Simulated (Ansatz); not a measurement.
# CsPbBr3: the cost of one run

Computed with Ansatz 0.2.0 (DFT r2SCAN, scalar-relativistic, plane waves, PAW, and further levels as typed in the inputs, unless a step's input says otherwise).

**1. Starting point**

It takes space group Pnma (No. 62, orthorhombic). The conventional cell has a = 8.244 Å, b = 11.735 Å, c = 8.198 Å, α = 90.00°, β = 90.00°, γ = 90.00°. Around Cs (site symmetry m) lie 8 Br at 3.68 to 4.15 Å. Pb (site symmetry -1) is surrounded by 6 Br at 2.96 Å. Br (site symmetry 1) has 2 Pb at 2.96 Å and 3 Cs at 3.68 to 4.15 Å as nearest neighbours. Br (site symmetry m) has 2 Pb at 2.96 Å and 2 Cs at 3.79 to 3.86 Å as nearest neighbours.

Coordinates:

```
CELL_PARAMETERS angstrom
8.24400 0.00000 0.00000
0.00000 11.73510 0.00000
0.00000 0.00000 8.19820
ATOMIC_POSITIONS crystal
Cs 0.53100 0.25000 0.00702
Cs 0.96900 0.75000 0.50702
Cs 0.03100 0.25000 0.49298
Cs 0.46900 0.75000 0.99298
Pb 0.00000 0.50000 0.00000
Pb 0.50000 0.50000 0.50000
Pb 0.50000 0.00000 0.50000
Pb 0.00000 0.00000 0.00000
Br 0.29347 0.47611 0.20607
Br 0.20653 0.52389 0.70607
Br 0.79347 0.02389 0.29393
Br 0.70653 0.97611 0.79393
Br 0.70653 0.52389 0.79393
Br 0.79347 0.47611 0.29393
Br 0.20653 0.97611 0.70607
Br 0.29347 0.02389 0.20607
Br 0.00370 0.75000 0.04550
Br 0.49630 0.25000 0.54550
Br 0.50370 0.75000 0.45450
Br 0.99630 0.25000 0.95450
```

The structure rests on an entry of the Crystallography Open Database; cell or positions may have been set otherwise for this series.

**2. Relaxing cell and atoms: CsPbBr3, no spin, 1.3 GPa**

input.yaml

```yaml
crystal:
  lattice:
    - [8.244, 0.0, 0.0]
    - [0.0, 11.7351, 0.0]
    - [0.0, 0.0, 8.1982]
  atoms:
    - { symbol: Cs, position: [0.531, 0.25, 0.00702] }
    - { symbol: Cs, position: [0.969, 0.75, 0.50702] }
    - { symbol: Cs, position: [0.031, 0.25, 0.49298] }
    - { symbol: Cs, position: [0.469, 0.75, 0.99298] }
    - { symbol: Pb, position: [0.0, 0.5, 0.0] }
    - { symbol: Pb, position: [0.5, 0.5, 0.5] }
    - { symbol: Pb, position: [0.5, 0.0, 0.5] }
    - { symbol: Pb, position: [0.0, 0.0, 0.0] }
    - { symbol: Br, position: [0.29347, 0.47611, 0.20607] }
    - { symbol: Br, position: [0.20653, 0.52389, 0.70607] }
    - { symbol: Br, position: [0.79347, 0.02389, 0.29393] }
    - { symbol: Br, position: [0.70653, 0.97611, 0.79393] }
    - { symbol: Br, position: [0.70653, 0.52389, 0.79393] }
    - { symbol: Br, position: [0.79347, 0.47611, 0.29393] }
    - { symbol: Br, position: [0.20653, 0.97611, 0.70607] }
    - { symbol: Br, position: [0.29347, 0.02389, 0.20607] }
    - { symbol: Br, position: [0.0037, 0.75, 0.0455] }
    - { symbol: Br, position: [0.4963, 0.25, 0.5455] }
    - { symbol: Br, position: [0.5037, 0.75, 0.4545] }
    - { symbol: Br, position: [0.9963, 0.25, 0.9545] }
scf:
  occupations: { method: fixed }
output:
  forces: true
  stress: true
  eigenvalues: true
  write_density: true
  write_potential: true
  elf: true
  volumetric_format: npy
kpoints:
  mp_grid: { grid: [4, 3, 4] }
hamiltonian:
  xc: r2scan
relax:
  f_tol: 0.005
  max_steps: 100
  cell: { stress_tol: 0.02, p_target: 1.3 }
```

The run is started by

```sh
> ansatz run input.yaml --threads 8 --pin off --max-ram 22528MiB --backend cpu --events-out ev --progress --plain --runs-dir out
```

What time and memory should one allow on 8 threads of Intel Xeon 6975P-C (Granite Rapids), shared host?

About 2.4 min, with a peak of 6.4 GiB.
